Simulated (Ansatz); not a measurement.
# Sn2As3: one candidate structure

Aim: relax Sn2As3 from this start, A-type sesquioxide type (P-3m1, No. 164), and see where it ends.

Method: DFT PBE, scalar-relativistic, plane waves, PAW, in Ansatz 0.2.0.

## 1. The starting structure

The structure is trigonal, space group P-3m1 (No. 164). The conventional cell has a = 4.355 Å, b = 4.355 Å, c = 6.776 Å, α = 90.00°, β = 90.00°, γ = 120.00°. Around Sn (site symmetry 3m) lie 7 As at 2.62 to 3.01 Å. As (site symmetry -3m) has 6 Sn at 3.01 Å as nearest neighbours. Around As (site symmetry 3m) lie 4 Sn at 2.62 to 2.71 Å.

Structure file:

```xyz
5
Lattice="4.3553 0.0000 0.0000 -2.1776 3.7718 0.0000 0.0000 0.0000 6.7761" Properties=species:S:1:pos:R:3 pbc="T T T"
Sn    0.0000    2.5145    1.6601
Sn    2.1776    1.2573    5.1160
As    0.0000    0.0000    0.0000
As    0.0000    2.5145    4.3706
As    2.1776    1.2573    2.4055
```

(A quick probe on a coarse mesh, which set the mesh and smearing, is not shown.)

## 3. Rough relaxation on the coarse mesh

The input, input.yaml:

```yaml
crystal:
  lattice:
    - [4.3552722162, 0.0, 0.0]
    - [-2.1776361081, 3.7717763797, 0.0]
    - [0.0, 0.0, 6.7760961131]
  atoms:
    - { symbol: Sn, position: [0.3333333333, 0.6666666667, 0.245] }
    - { symbol: Sn, position: [0.6666666667, 0.3333333333, 0.755] }
    - { symbol: As, position: [0.0, 0.0, 0.0] }
    - { symbol: As, position: [0.3333333333, 0.6666666667, 0.645] }
    - { symbol: As, position: [0.6666666667, 0.3333333333, 0.355] }
basis:
  ecutwfc: 420
kpoints:
  mp_grid: { grid: [6, 6, 4] }
hamiltonian:
  xc: pbe
scf:
  occupations: { method: gaussian, width: 0.1 }
  lower_state_search: "off"
output:
  forces: true
  stress: true
  eigenvalues: true
relax:
  adjacent_minimum: "off"
  f_tol: 0.04
  max_steps: 70
  cell: { stress_tol: 0.4 }
```

Command:

```sh
> ansatz run input.yaml --threads 1 --pin off --max-ram 2560MiB --backend cpu --events-out ev --progress --plain --runs-dir out
```

The session goes on with these runs: relaxing cell and atoms.

**Question.** What will these runs give?

As calculated:

Formation energies count from the elements, computed with the same settings in runs not shown here.

| quantity | value |
| --- | --- |
| cell | a = 3.899 Å, b = 3.899 Å, c = 9.681 Å, α = 90.00°, β = 90.00°, γ = 120.00° |
| space group | P-3m1 (No. 164) |
| volume | 25.49 Å³/atom |
| gap on the mesh | none (metal) |
| formation energy from the elements | +0.069 eV/atom |

What this shows: The space group stayed P-3m1, and from the first guess the volume went from 22.26 to 25.49 Å³/atom. The formation energy of +0.07 eV/atom is positive, so the elements lie lower than this structure; another structure of the compound can lie lower.
